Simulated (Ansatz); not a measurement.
# Fe2C: the cost of one run

Computed with Ansatz 0.2.0 (DFT r2SCAN, scalar-relativistic, plane waves, PAW, unless a step's input says otherwise).

A COD entry behind a cell of this session may itself be a prediction, so a difference from it is no test against experiment.

### Step 1. The starting structure

The structure is orthorhombic, space group Pnnm (No. 58). The conventional cell has a = 4.216 Å, b = 4.813 Å, c = 2.798 Å, α = 90.00°, β = 90.00°, γ = 90.00°. Around Fe (site symmetry m) lie 3 C at 1.91 to 1.95 Å. Around C (site symmetry 2/m) lie 6 Fe at 1.91 to 1.95 Å.

Structure file:

```xyz
6
Lattice="4.2157 0.0000 0.0000 0.0000 4.8133 0.0000 0.0000 0.0000 2.7980" Properties=species:S:1:pos:R:3 pbc="T T T"
Fe    1.0509    3.1675    0.0000
Fe    3.1648    1.6458    0.0000
Fe    1.0570    0.7608    1.3990
Fe    3.1587    4.0525    1.3990
C     0.0000    0.0000    0.0000
C     2.1078    2.4067    1.3990
```

This cell was relaxed beforehand with the same method: volume 9.46 Å³/atom, gap on the mesh none (metal), site moments up to 1.9 μB.

### Step 2. Volume × 0.97

File input.yaml:

```yaml
crystal:
  lattice:
    - [4.1730752681, 0.0, 0.0]
    - [0.0, 4.7646825775, 0.0]
    - [0.0, 0.0, 2.7697436499]
  atoms:
    - { symbol: Fe, position: [0.2492749095, 0.6580721898, 0.0], spin: 2.13 }
    - { symbol: Fe, position: [0.7507250905, 0.3419278102, 0.0], spin: 2.13 }
    - { symbol: Fe, position: [0.2507250905, 0.1580721898, 0.5], spin: 2.13 }
    - { symbol: Fe, position: [0.7492749095, 0.8419278102, 0.5], spin: 2.13 }
    - { symbol: C, position: [0.0, 0.0, 0.0], spin: -0.18 }
    - { symbol: C, position: [0.5, 0.5, 0.5], spin: -0.18 }
basis:
  ecutwfc: 500
kpoints:
  mp_grid: { grid: [8, 8, 12] }
hamiltonian:
  xc: r2scan
scf:
  occupations: { method: gaussian, width: 0.1 }
output:
  forces: true
  stress: true
  eigenvalues: true
  populations: true
magnetization:
  spin_polarized: true
relax:
  adjacent_minimum: "off"
  f_tol: 0.01
  max_steps: 30
  cell: { stress_tol: 0.1, fix: [volume] }
```

Command:

```
$ ansatz run input.yaml --threads 2 --pin off --max-ram 5120MiB --backend cpu --events-out ev --progress --plain --runs-dir out
```

Q: Estimate wall time and peak memory on 2 threads of AMD EPYC 9R45 (Zen 5), shared host.

About 98 s, with a peak of 1.2 GiB.
